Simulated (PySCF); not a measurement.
# WS₂⁺: structure of the quartet

Where does quartet WS₂⁺ go from a end-on start, is the end point a minimum, and what are its modes, charges and moments?

The runs use PySCF 2.14.0; PBE0, basis W def2-SVP with ECP60, S def2-SVP, scalar-relativistic core potentials, no spin–orbit coupling, density fitting.

### Step 1. The starting structure

3 atoms, charge 1, spin multiplicity 4.

Bond lengths: W1–S2 2.472 Å, S2–S3 2.047 Å. Angles: W1–S2–S3 119.9°.

Z-matrix (Å, degrees; charge 1 multiplicity 4):
```
W
S  1 2.4720
S  2 2.0470 1 119.89
```

### Step 2. The SCF at the typed geometry

The steps below are one call of a driver around PySCF. For each, scf.py gives the equivalent set-up of the SCF; relaxations use the driver's own optimiser. After this first run the driver tries any further starts and a stability analysis.

File scf.py:

```python
from pyscf import gto, scf, dft
mol = gto.M(atom='''
W      0.000000     0.000000     0.000000
S      0.000000     0.000000     2.472000
S      1.774800     0.000000     3.492000''',
    basis={'W': 'def2-SVP', 'S': 'def2-SVP'},
    ecp={'W': 'def2-SVP'},
    charge=1, spin=3)
mf = dft.UKS(mol, xc='PBE0')
mf.grids.atom_grid = (50, 194)
aux = {'W': 'def2-universal-JKFIT', 'S': 'def2-universal-JKFIT'}
mf = mf.density_fit(auxbasis=aux)
mf.conv_tol = 1e-08
mf.diis_space = 10
mf.max_cycle = 60
mf.init_guess = 'minao'
mf.verbose = 4
mf.kernel()
```

Run with:

```sh
$ OMP_NUM_THREADS=2 python axn.py task.json out
```

The runs that follow: Relaxation: end-on start, quartet; Is it a minimum? Harmonic modes.

**Question.** What will these runs give? Wanted: minimum; geometry; wavenumbers; dipole moment; highest occupied, lowest empty level; polar-tensor charge of W1; zero-point energy; ⟨S²⟩.

The runs gave:

| quantity | value |
| --- | --- |
| minimum | quartet, C2v |
| geometry | S–S 2.027 Å, W–S 2.298 Å (×2); S–S–W 63.8° (×2), S–W–S 52.3° |
| wavenumbers (cm⁻¹) | 298 (b2), 309 (a1), 591 (a1) |
| dipole moment (centre of mass) | 2.03 D |
| highest occupied, lowest empty level (either spin) | -11.98, -9.21 eV |
| polar-tensor charge of W1 | +0.92 e |
| zero-point energy | 7.2 kJ/mol |
| entropy at 298.15 K | 308.2 J/(mol K) |
| ⟨S²⟩ | 4.234 |

The end-on start (Cs) ends in a minimum of C2v symmetry. The determinant is spin-contaminated (⟨S²⟩ = 4.23 against 3.75), so it is no pure spin state. In the infrared the band at 591 cm⁻¹ (a1) leads. Most of the spin sits on W1 (Mulliken spin 3.78, against 3 for the whole molecule). Other starts or spin states, not run here, may lie lower. Open d and f shells are described by one determinant, and the ground state may have another occupation or spin. Spin–orbit coupling, left out here, can matter for elements this heavy.
